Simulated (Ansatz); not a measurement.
**C3H10AgOP: basis-set convergence**

How large a basis does C3H10AgOP need? Two functionals are run in growing sets.

Computed with Ansatz 0.2.0, Gaussian basis. Level: one geometry, several basis sets.

Levels to be run: PBE0-D4/def2-SVP; ωB97M-V/def2-SVP; PBE0-D4/def2-QZVPP; ωB97M-V/def2-QZVPP; the functionals' def2-TZVPP values are taken from earlier runs.

## 1. Structure used throughout

The geometry comes from an earlier relaxation with PBE0-D4 in a triple-zeta def2 set; it is a stationary point, not always the lowest conformer. Ag takes the def2 core potential; no spin-orbit term is included.

SMILES `C[P+](C)(C)[Ag-][OH]`, 16 atoms, charge 0, spin multiplicity 1.

Atoms are counted from 1 here; the program's logs count them from 0.

Bond lengths: C1–P2 1.820 Å, C1–H7 1.091 Å, C1–H8 1.093 Å, C1–H9 1.091 Å, P2–C3 1.820 Å, P2–C4 1.820 Å, P2–Ag5 2.293 Å, C3–H10 1.091 Å, C3–H11 1.093 Å, C3–H12 1.091 Å, C4–H13 1.091 Å, C4–H14 1.093 Å, C4–H15 1.091 Å, Ag5–O6 1.989 Å, O6–H16 0.959 Å. Angles: P2–C1–H7 109.4°, P2–C1–H8 111.2°, P2–C1–H9 109.4°, H7–C1–H8 109.3°, H7–C1–H9 108.0°, H8–C1–H9 109.3°, C1–P2–C3 102.9°, C1–P2–C4 102.9°, C1–P2–Ag5 114.9°, C3–P2–C4 102.9°, C3–P2–Ag5 115.6°, C4–P2–Ag5 115.7°, P2–C3–H10 109.4°, P2–C3–H11 111.3°, P2–C3–H12 109.4°, H10–C3–H11 109.3°, H10–C3–H12 108.0°, H11–C3–H12 109.4° and more.

## 2. PBE0-D4 in def2-SVP

File in.yaml:

```yaml
crystal:
  periodic: [false, false, false]
  atoms:
    - {symbol: C, position_ang: [-0.484615, -1.527639, 0.802822]}
    - {symbol: P, position_ang: [0.041293, -0.003162, -0.039835]}
    - {symbol: C, position_ang: [1.856668, -0.094247, 0.048179]}
    - {symbol: C, position_ang: [-0.298481, -0.367860, -1.790039]}
    - {symbol: Ag, position_ang: [-0.895516, 1.924265, 0.776137]}
    - {symbol: O, position_ang: [-1.641925, 3.650701, 1.422879]}
    - {symbol: H, position_ang: [-0.230292, -1.463041, 1.861776]}
    - {symbol: H, position_ang: [-0.002565, -2.406873, 0.368010]}
    - {symbol: H, position_ang: [-1.567497, -1.632417, 0.721046]}
    - {symbol: H, position_ang: [2.289176, 0.730955, -0.519643]}
    - {symbol: H, position_ang: [2.227035, -1.041473, -0.351983]}
    - {symbol: H, position_ang: [2.174292, 0.008531, 1.086845]}
    - {symbol: H, position_ang: [0.073718, 0.449477, -2.409584]}
    - {symbol: H, position_ang: [0.175812, -1.302191, -2.100899]}
    - {symbol: H, position_ang: [-1.376384, -0.441482, -1.941721]}
    - {symbol: H, position_ang: [-2.340729, 3.516466, 2.066003]}
basis:
  gaussian: {orbitals: def2-SVP}
hamiltonian: {xc: pbe0, dispersion: d4}
output: {orbitals: {seedname: orbitals}}
```

Further steps of the session: ωB97M-V in def2-SVP; PBE0-D4 in def2-QZVPP; ωB97M-V in def2-QZVPP.

Before running them: what should the planned runs give, taken together? Wanted: PBE0-D4: double and triple zeta above quadruple; ωB97M-V: double and triple zeta above quadruple.

**Answer**, as computed:

| quantity | value |
| --- | --- |
| PBE0-D4: double and triple zeta above quadruple | 11.39, 0.72 eV |
| ωB97M-V: double and triple zeta above quadruple | 11.78, 0.71 eV |

For PBE0-D4 the step from double to triple zeta gains 10.67 eV and the next only 0.72 eV. Total energies overstate the basis error of differences, where much of it tends to cancel. The LUMO of ωB97M-V is positive and keeps falling with the basis (1.39 to 0.68 eV): an unbound level that the basis holds in place.
